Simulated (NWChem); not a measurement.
# One shape, several levels: Ge2H5OF (SMILES [F][GeH2][O][GeH3])

Aim: a comparison of 3 runs (HF/STO-3G, HF/3-21G, B3LYP/6-31G*) of Ge2H5OF. 

Program for the calculation: NWChem 7.3.0.

## 1. Starting point

Ge2H5OF: 9 atoms, total charge 0, spin state singlet. As SMILES, `[F][GeH2][O][GeH3]`. The shape is that of a PBE0-D4/def2-TZVP optimisation. This is one conformer, not always the lowest.

Bond lengths: F1–Ge2 1.741 Å, Ge2–O3 1.748 Å, O3–Ge4 1.784 Å, Ge2–H5 1.529 Å, Ge2–H6 1.535 Å, Ge4–H7 1.535 Å, Ge4–H8 1.534 Å, Ge4–H9 1.540 Å. Some angles: F1–Ge2–O3 106.6°, Ge2–O3–Ge4 128.0°, F1–Ge2–H5 107.6°, F1–Ge2–H6 105.4°, O3–Ge2–H5 108.2°, O3–Ge2–H6 111.5°, O3–Ge4–H7 108.5°, O3–Ge4–H8 105.2°, O3–Ge4–H9 108.7°, H5–Ge2–H6 116.9°.

## 2. Energy and gradient at HF/STO-3G (run 1)

m1.nw

```
start m1
title "FGe2H5O hf"
memory 2200 mb
charge 0
geometry noautosym nocenter noautoz
 F      1.779800     0.688300    -1.196400
 Ge     0.263400     1.395000    -0.713000
 O     -0.804000     0.068100    -0.318100
 Ge    -0.465200    -1.342800     0.720100
 H     -0.312200     2.126700    -1.925900
 H      0.585500     2.246200     0.522800
 H      0.172000    -2.441000    -0.142200
 H     -1.829800    -1.775500     1.270300
 H      0.484500    -0.907400     1.851400
end
basis "ao basis" spherical bse
 * library STO-3G
end
scf
 thresh 1e-08
 maxiter 80
 print low
end
task scf gradient
```

Run with:

```bash
$ nwchem m1.nw > m1.out
```

The program printed:

```text
[...]
  functions       =    51
[...]
  wavefunction    = RHF
[...]
         Total SCF energy =  -4278.348697697773
      One-electron energy =  -7127.668618671218
      Two-electron energy =   2288.180852316218
 Nuclear repulsion energy =    561.139068657227
        Time for solution =      5.7s
[...]
                         RHF ENERGY GRADIENTS
    atom               coordinates                        gradient
                 x          y          z           x          y          z
   1 F       3.363334   1.300698  -2.260868    0.024521  -0.010212  -0.007405
   2 Ge      0.497754   2.636168  -1.347375   -0.005758   0.009550  -0.002102
   3 O      -1.519340   0.128690  -0.601122   -0.020555   0.003467  -0.011181
   4 Ge     -0.879101  -2.537524   1.360792   -0.001272  -0.013054   0.005667
   5 H      -0.589972   4.018880  -3.639423   -0.012057   0.013554  -0.031199
   6 H       1.106435   4.244703   0.987949    0.010880   0.016140   0.030521
   7 H       0.325033  -4.612821  -0.268719    0.015323  -0.025234  -0.023131
   8 H      -3.457821  -3.355208   2.400519   -0.034760  -0.008413   0.012211
   9 H       0.915572  -1.714737   3.498639    0.023680   0.014202   0.026618
 Task  times  cpu:        7.2s     wall:        7.2s
[...]
```

Wall time 8.1 s (1 thread of Intel Xeon Platinum 8488C (Sapphire Rapids), shared host); peak memory 0.097 GiB.

## 3. Energy and forces at HF/3-21G (run 2)

mymol.nw

```
start mymol
memory stack 880 mb heap 220 mb global 1100 mb

geometry units angstrom noautosym nocenter noautoz
F        1.779800       0.688300      -1.196400
Ge       0.263400       1.395000      -0.713000
O       -0.804000       0.068100      -0.318100
Ge      -0.465200      -1.342800       0.720100
H       -0.312200       2.126700      -1.925900
H        0.585500       2.246200       0.522800
H        0.172000      -2.441000      -0.142200
H       -1.829800      -1.775500       1.270300
H        0.484500      -0.907400       1.851400
end

basis spherical bse
F library 3-21G
Ge library 3-21G
O library 3-21G
H library 3-21G
end

scf
thresh 1e-08
maxiter 80
noprint "final vectors analysis"
end

task scf gradient
```

Run with:

```bash
$ nwchem mymol.nw > mymol.out
```

The program printed:

```text
[...]
  functions       =    72
[...]
  wavefunction    = RHF
[...]
         Total SCF energy =  -4307.034459053688
      One-electron energy =  -7131.832973281864
      Two-electron energy =   2263.659445570950
 Nuclear repulsion energy =    561.139068657227
        Time for solution =      6.5s
[...]
                         RHF ENERGY GRADIENTS
    atom               coordinates                        gradient
                 x          y          z           x          y          z
   1 F       3.363334   1.300698  -2.260868    0.026364  -0.007971  -0.009751
   2 Ge      0.497754   2.636168  -1.347375   -0.004743   0.019351   0.012107
   3 O      -1.519340   0.128690  -0.601122   -0.034984   0.000813  -0.016301
   4 Ge     -0.879101  -2.537524   1.360792    0.015723  -0.015513   0.019758
   5 H      -0.589972   4.018880  -3.639423   -0.001877  -0.001031  -0.003832
   6 H       1.106435   4.244703   0.987949    0.002367   0.000865   0.002582
   7 H       0.325033  -4.612821  -0.268719   -0.000295   0.000776  -0.002757
   8 H      -3.457821  -3.355208   2.400519   -0.002419   0.002269  -0.002054
   9 H       0.915572  -1.714737   3.498639   -0.000135   0.000441   0.000248
[...]
```

Run time: 9 s. Hardware: 1 thread of Intel Xeon Platinum 8488C (Sapphire Rapids), shared host; peak memory 0.099 GiB.

## 4. Energy and forces at B3LYP/6-31G(d) (Cartesian functions) (run 3)

a.nw

```
start a
memory 2200 mb
charge 0

geometry units bohr noautosym nocenter noautoz
  F    3.36333456   1.30069849  -2.26086834
  Ge   0.49775386   2.63616794  -1.34737473
  O   -1.51933980   0.12869035  -0.60112188
  Ge  -0.87910059  -2.53752424   1.36079178
  H   -0.58997250   4.01888055  -3.63942354
  H    1.10643465   4.24470282   0.98794882
  H    0.32503289  -4.61282147  -0.26871905
  H   -3.45782086  -3.35520873   2.40051910
  H    0.91557231  -1.71473749   3.49863895
end

basis
  * library 6-31G*
end

dft
  xc b3lyp
  grid fine
  convergence energy 1e-08
  iterations 100
  mulliken
end

task dft gradient
```

Run with:

```bash
$ nwchem a.nw > a.out
```

The program printed:

```text
[...]
          Wavefunction type:  closed shell.
          No. of atoms     :     9
          No. of electrons :    86
[...]
          Charge           :     0
          Spin multiplicity:     1
[...]
          AO basis - number of functions:   110
[...]
              XC Information
              --------------
                         B3LYP Method XC Potential
                     Hartree-Fock (Exact) Exchange  0.200
                        Slater Exchange Functional  0.800 local
                    Becke 1988 Exchange Functional  0.720 non-local
              Lee-Yang-Parr Correlation Functional  0.810
                  VWN I RPA Correlation Functional  0.190 local
[...]
 d= 0,ls=0.0,diis     1  -4331.5342888492 -4.89D+03  1.74D-02  2.55D+00     5.5
[...]
 d= 0,ls=0.0,diis    10  -4331.6578605480 -7.68D-09  7.23D-07  1.63D-08    40.4
         Total DFT energy =    -4331.657860547962
      One electron energy =    -7153.447959592577
           Coulomb energy =     2439.756694695369
    Exchange-Corr. energy =     -179.105624093890
 Nuclear repulsion energy =      561.139028443136
[...]
      Total Density - Mulliken Population Analysis
     ---------------------------------------------
    Atom       Charge   Shell Charges
 -----------   ------   -------------------------------------------------------
    1 F    9     9.40   1.99  0.95  3.30  0.97  2.14  0.06
    2 Ge  32    31.34   2.00  1.99  6.00  1.93  5.99  1.27  1.77  0.08  0.14  6.94  2.96  0.28
    3 O    8     8.63   1.99  0.90  2.90  0.93  1.88  0.03
    4 Ge  32    31.72   2.00  1.99  6.00  1.93  5.99  1.32  2.03  0.09  0.22  6.93  2.95  0.27
    5 H    1     0.97   0.49  0.48
    6 H    1     0.99   0.49  0.50
    7 H    1     0.97   0.49  0.48
    8 H    1     0.97   0.49  0.48
    9 H    1     0.99   0.49  0.50
[...]
  wavefunction    = closed shell
[...]
```

Wall time 54 s (1 thread of Intel Xeon Platinum 8488C (Sapphire Rapids), shared host); peak memory 0.12 GiB.

## 5. The series

| run | level | Cartesian functions | iteration cap | energy (Eh) | largest force (eV/Å) | wall time |
| --- | --- | --- | --- | --- | --- | --- |
| 1 | HF/STO-3G | no | 80 | -4278.348698 | 1.972 | 8.1 s |
| 2 | HF/3-21G | no | 80 | -4307.034459 | 1.985 | 9 s |
| 3 | B3LYP/6-31G* (Cartesian functions) | yes | 100 | -4331.657861 | 0.616 | 54 s |

## 6. Outcome

| quantity | value |
| --- | --- |
| run 3: total energy | -4331.65786 Eh |
| run 3: dipole moment | 1.47 D |
| run 3: HOMO energy | -8.14 eV |
| run 3: LUMO energy | -0.28 eV |
| run 3: HOMO–LUMO gap | 7.87 eV |
| run 3: largest force on an atom | 0.616 eV/Å |

**Reading.** In run 1 the basis is minimal, so the values are rough. All runs together took 71 s, the longest 54 s.
